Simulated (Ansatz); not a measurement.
# C₂H₈ClPSi: how energies converge with the basis set

How large a basis does C₂H₈ClPSi need? Two functionals are run in growing sets.

The runs use Ansatz 0.2.0, Gaussian basis; one geometry, several basis sets.

Plan: PBE0-D4/def2-SVP; ωB97M-V/def2-SVP; PBE0-D4/def2-QZVPP; ωB97M-V/def2-QZVPP; the functionals' def2-TZVPP values are taken from earlier runs.

## 1. The relaxed structure

All runs share one geometry, relaxed beforehand with PBE0-D4/def2-TZVP.

SMILES `C[Si](C)(P)Cl`, 13 atoms, charge 0, spin multiplicity 1.

Atoms are counted from 1 here; the program's logs count them from 0.

Bond lengths: C1–Si2 1.862 Å, C1–H6 1.093 Å, C1–H7 1.092 Å, C1–H8 1.094 Å, Si2–C3 1.862 Å, Si2–P4 2.254 Å, Si2–Cl5 2.074 Å, C3–H9 1.093 Å, C3–H10 1.091 Å, C3–H11 1.093 Å, P4–H12 1.424 Å, P4–H13 1.421 Å. Angles: Si2–C1–H6 110.4°, Si2–C1–H7 110.9°, Si2–C1–H8 110.4°, H6–C1–H7 108.4°, H6–C1–H8 108.3°, H7–C1–H8 108.4°, C1–Si2–C3 111.8°, C1–Si2–P4 109.2°, C1–Si2–Cl5 108.2°, C3–Si2–P4 114.3°, C3–Si2–Cl5 107.4°, P4–Si2–Cl5 105.4°, Si2–C3–H9 110.4°, Si2–C3–H10 110.9°, Si2–C3–H11 110.3°, H9–C3–H10 108.4°, H9–C3–H11 108.5°, H10–C3–H11 108.3° and more.

## 2. PBE0-D4 in def2-SVP

in.yaml

```yaml
crystal:
  periodic: [false, false, false]
  atoms:
    - {symbol: C, position_ang: [-1.696077, 0.206322, -0.594153]}
    - {symbol: Si, position_ang: [0.095862, 0.452539, -0.153800]}
    - {symbol: C, position_ang: [1.117303, -1.056553, -0.537574]}
    - {symbol: P, position_ang: [0.245454, 1.157007, 1.982192]}
    - {symbol: Cl, position_ang: [0.836389, 2.013184, -1.302435]}
    - {symbol: H, position_ang: [-1.796486, -0.061874, -1.648747]}
    - {symbol: H, position_ang: [-2.269772, 1.117490, -0.414615]}
    - {symbol: H, position_ang: [-2.129962, -0.597884, 0.006816]}
    - {symbol: H, position_ang: [1.033407, -1.314442, -1.596576]}
    - {symbol: H, position_ang: [2.170188, -0.882890, -0.308137]}
    - {symbol: H, position_ang: [0.772084, -1.908193, 0.054734]}
    - {symbol: H, position_ang: [-0.012883, -0.143912, 2.499778]}
    - {symbol: H, position_ang: [1.654993, 0.984506, 2.027318]}
basis:
  gaussian: {orbitals: def2-SVP}
hamiltonian: {xc: pbe0, dispersion: d4}
output: {orbitals: {seedname: orbitals}}
```

Run with:

```sh
$ ansatz run in.yaml --threads 4 --pin off --events-out ev --progress --plain --max-ram 10444MiB
```

Further steps of the session: ωB97M-V in def2-SVP; PBE0-D4 in def2-QZVPP; ωB97M-V in def2-QZVPP.

Before running them: what should the planned runs give, taken together? Wanted: PBE0-D4: double and triple zeta above quadruple; ωB97M-V: double and triple zeta above quadruple.

The runs gave:

| quantity | value |
| --- | --- |
| PBE0-D4: double and triple zeta above quadruple | 13.87, 1.05 eV |
| ωB97M-V: double and triple zeta above quadruple | 13.97, 1.01 eV |

PBE0-D4 gains 12.82 eV from double to triple zeta, then 1.05 eV more. These are total energies; as a rule much of such shifts cancels in differences, which this series doesn't test. The LUMO of ωB97M-V is positive and keeps falling with the basis (2.67 to 1.40 eV): an unbound level that the basis holds in place.
